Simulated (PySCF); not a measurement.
# CH6BFSi: the cost of one run

Computed with PySCF 2.14.0, with density-fitted response routines of our own, on a single molecule in the gas phase. Atoms count from 0, in the outputs and in this text.

## Step 1: The molecule as given

10 atoms, charge 0, multiplicity 1; geometry from: GFN2-xTB.

Bonds of the start (Å): C0–Si1 1.91, Si1–B2 1.98, B2–F3 1.32, C0–H4 1.09, C0–H5 1.09, C0–H6 1.09, Si1–H7 1.48, Si1–H8 1.47, B2–H9 1.18.

## Step 2: Excited states and response: PBE0/def2-SVPD

The job: settings as JSON, then the geometry in Å.

```
{"job": {"kind": "uv", "xc": "PBE0", "basis": "def2-SVPD", "nstates": 8, "ntriplets": 3}, "charge": 0, "multiplicity": 1}
C     -1.406699    -0.485577    -0.003585
Si     0.074850     0.705435    -0.143643
B      1.793348    -0.217353     0.192385
F      2.892107     0.214467    -0.391648
H     -1.327325    -1.307283    -0.710547
H     -1.469921    -0.918057     0.991194
H     -2.343891     0.024608    -0.200567
H     -0.162875     1.798396     0.820371
H     -0.010531     1.340954    -1.470540
H      1.969820    -1.150936     0.894053
```

Level: TDDFT PBE0/def2-SVPD, vertical, gas phase, core orbitals frozen in the response.

Run with:

```sh
> OMP_NUM_THREADS=1 python probes_run.py task.json out
```

One launch serves the whole session: the jobs run in the order shown.

Q: Estimate the wall time and peak memory of this first job on 1 thread of Intel Xeon at 2.50GHz, shared host.

About 21 s, with a peak of 0.52 GiB.
